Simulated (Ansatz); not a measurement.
# CH₅FGeSe: up Jacob's ladder to CCSD(T)

One table from this session's results is given with a row withheld; the runs are named, their logs left out.

Computed with Ansatz 0.2.0, Gaussian basis. Level: functionals in def2-TZVPP, the program's frozen cores in correlated methods.

The runs, in order: LDA (SPW92), PBE-D4, revPBE-D4, BLYP-D4, r2SCAN-D4, B97M-V, PBE0-D4, B3LYP-D4, r2SCANh-D4, r2SCAN0-D4, HSE06-D4, BHLYP-D4, CAM-B3LYP-D4, LC-ωPBE, ωB97X-V, ωB97M-V, B2PLYP, PBE-QIDH; CCSD(T)/def2-SVP; CCSD(T)/def2-TZVPP; MP2/def2-QZVPP; extrapolation to the limit; RPA on PBE.

## Structure used throughout

All runs share one geometry, relaxed beforehand with PBE0-D4 in a triple-zeta def2 set.

9 atoms, charge 0, spin multiplicity 1.

Atoms are counted from 1 here; the program's logs count them from 0.

Bond lengths: C1–Ge2 1.935 Å, C1–H5 1.090 Å, C1–H6 1.090 Å, C1–H7 1.091 Å, Ge2–F3 1.746 Å, Ge2–Se4 2.341 Å, Ge2–H8 1.535 Å, Se4–H9 1.469 Å. Angles: Ge2–C1–H5 110.1°, Ge2–C1–H6 109.5°, Ge2–C1–H7 109.4°, H5–C1–H6 109.2°, H5–C1–H7 109.5°, H6–C1–H7 109.0°, C1–Ge2–F3 105.5°, C1–Ge2–Se4 113.1°, C1–Ge2–H8 116.4°, F3–Ge2–Se4 108.8°, F3–Ge2–H8 105.5°, Se4–Ge2–H8 107.0°, Ge2–Se4–H9 92.4°.

Coordinates:

| atom | x (Å) | y (Å) | z (Å) |
| --- | --- | --- | --- |
| C1 | 0.02644 | 0.62433 | -1.05775 |
| Ge2 | 0.37263 | -0.72871 | 0.28127 |
| F3 | 1.90524 | -0.29419 | 0.99704 |
| Se4 | -1.25415 | -0.79659 | 1.96284 |
| H5 | -0.91118 | 0.41141 | -1.57168 |
| H6 | -0.03981 | 1.60186 | -0.57959 |
| H7 | 0.84361 | 0.63663 | -1.78008 |
| H8 | 0.55103 | -2.16548 | -0.22998 |
| H9 | -1.40531 | 0.66454 | 1.96084 |

Set-up of the first run:

in.yaml

```yaml
crystal:
  periodic: [false, false, false]
  atoms:
    - {symbol: C, position_ang: [0.026442, 0.624333, -1.057753]}
    - {symbol: Ge, position_ang: [0.372631, -0.728714, 0.281272]}
    - {symbol: F, position_ang: [1.905238, -0.294190, 0.997040]}
    - {symbol: Se, position_ang: [-1.254155, -0.796588, 1.962841]}
    - {symbol: H, position_ang: [-0.911182, 0.411406, -1.571680]}
    - {symbol: H, position_ang: [-0.039811, 1.601857, -0.579592]}
    - {symbol: H, position_ang: [0.843612, 0.636632, -1.780079]}
    - {symbol: H, position_ang: [0.551032, -2.165480, -0.229985]}
    - {symbol: H, position_ang: [-1.405307, 0.664544, 1.960837]}
basis:
  gaussian: {orbitals: def2-TZVPP}
hamiltonian: {xc: lda}
output: {orbitals: {seedname: orbitals}}
```

Launch:

```bash
$ ansatz run in.yaml --threads 4 --pin off --events-out ev --progress --plain --max-ram 10444MiB
```

Among the steps run: LDA; PBE-D4 (GGA); revPBE-D4 (GGA); BLYP-D4 (GGA); r2SCAN-D4 (meta-GGA); B97M-V (meta-GGA); B3LYP-D4 (hybrid); r2SCANh-D4 (hybrid); r2SCAN0-D4 (hybrid); HSE06-D4 (hybrid); BHLYP-D4 (hybrid); CAM-B3LYP-D4 (range-separated); LC-ωPBE (range-separated); ωB97X-V (range-separated); ωB97M-V (range-separated); B2PLYP (double hybrid); PBE-QIDH (double hybrid).

One table of the session follows, with a row left open; its other results are not shown here.

It belongs to the step «Frontier levels by functional». 

| functional | HOMO (eV) | gap (eV) |
| --- | --- | --- |
| LDA (SPW92) | -6.28 | 4.97 |
| PBE-D4 | -6.13 | 5.05 |
| revPBE-D4 | -6.07 | 5.08 |
| BLYP-D4 | -5.96 | 4.94 |
| r2SCAN-D4 | -6.42 | 5.61 |
| B97M-V | -6.49 | 5.67 |
| PBE0-D4 | -7.30 | 7.14 |
| B3LYP-D4 | -7.06 | 6.61 |
| r2SCANh-D4 | ? | ? |
| r2SCAN0-D4 | -7.50 | 7.49 |
| HSE06-D4 | -6.91 | 6.37 |
| BHLYP-D4 | -8.32 | 9.07 |
| CAM-B3LYP-D4 | -8.60 | 9.44 |
| LC-ωPBE | -9.97 | 12.03 |
| ωB97X-V | -9.62 | 11.56 |
| ωB97M-V | -9.48 | 11.23 |

Q: Estimate the row for r2SCANh-D4 from the others.

Worked estimate for «HOMO (eV)». Against the share of exact exchange, r2SCAN-D4 (0, -6.42), r2SCAN0-D4 (0.25, -7.50) give a slope of -4.32 per unit share; at 0.1 the line stands at -6.85.

The run gave: HOMO (eV): -6.85; gap (eV): 6.36. In «HOMO (eV)» the line misses by 0.00.
